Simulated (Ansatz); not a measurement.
AlSn:

```
Sn Al
1.0
     4.19811    0.00000    0.00000
    -2.09905    3.63567    0.00000
     0.00000    0.00000    3.30685
Sn Al
1 1
Direct
  0.33333 0.66667 0.50000
  0.00000 0.00000 0.00000
```

The cell comes from a database or a generator and needn't be the stable form of this composition.

* Program: Ansatz 0.2.0
* Task: relaxation of cell and atoms
* Functional: PBEsol
* Dispersion: D4
* Potentials or basis: Ansatz PAW
* Cutoff: 420 eV (not typed: the program's choice for these potentials)
* k mesh: 7 × 7 × 8
* Occupations: fermi-dirac, width 0.05 eV
* Spin: no spin polarisation

At the start: volume 25.24 Å³/atom.

Problem. Where does the relaxation end?

Solution. It ends after 6 steps and the volume is 23.80 Å³/atom (-5.7 %); space group P-6m2 (No. 187, to 0.05 Å).

The path:
```tsv
step	energy change (eV)	largest force (eV/Å)	volume (Å³)
1	0.0000	0.0000	50.47
2	-0.0241	0.0000	46.50
3	-0.0287	0.0000	47.71
4	-0.0288	0.0000	47.63
5	-0.0288	0.0000	47.61
6	-0.0283	0.0000	47.61
```

Final structure:
```
CELL_PARAMETERS angstrom
4.10314 0.00000 0.00000
-2.05157 3.55343 0.00000
0.00000 0.00000 3.26535
ATOMIC_POSITIONS crystal
Sn 0.33333 0.66667 0.50000
Al 0.00000 0.00000 0.00000
```

Caveat: the plane-wave basis is chosen anew once the cell has moved, so the energies of steps on either side of that aren't comparable; pairwise dispersion overbinds metals, which lowers pressure and volume; the PAW data sets come from PBE, with cores solved anew for the run's functional, which leaves a small shift of forces and pressure.
